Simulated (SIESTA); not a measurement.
Runs of SIESTA 5.4.2 on Ti3S2. The structure is trigonal, space group R32 (No. 155). The conventional cell has a = 5.426 Å, b = 5.426 Å, c = 9.713 Å, α = 90.00°, β = 90.00°, γ = 120.00°. Ti (site symmetry 2) has 4 S at 2.42 to 2.44 Å as nearest neighbours. S (site symmetry 3) is surrounded by 6 Ti at 2.42 to 2.44 Å. The cell comes from a database or a generator and needn't be the stable form of this composition.

```tsv
level	U	gap on the mesh (eV)	pressure (GPa)	largest force (eV/Å)
PBEsol+U	Ti d U = 6 eV	none	9.7	0.35
PBEsol	-	none	(c)	(a)
PBEsol+U	Ti d U = 4 eV	none	4.8	(b)
PBEsol+U	Ti d U = 2 eV	none	0.6	0.11
```

Alike in all rows: task density of states; potentials or basis PseudoDojo 0.4 standard (PBEsol files), DZP (energy shift 0.003 Ry; two zetas on semicore shells); no spin polarisation; cell as given; k mesh 4 × 4 × 4; smearing fermi-dirac 0.05 eV; grid cutoff 800 Ry; energy shift 0.003 Ry; the mesh is coarse, so values aren't converged.

Q: Fill in the values left out.

A: (a) 0.07; (b) 0.19; (c) -3.3.

Caveats: all runs use coarse meshes; the basis of atomic orbitals isn't converged, which shifts pressures, moduli and gaps; U without spin polarisation on a metal has little footing (some runs).

A gap of «none» marks a metal or a gap under the smearing width.
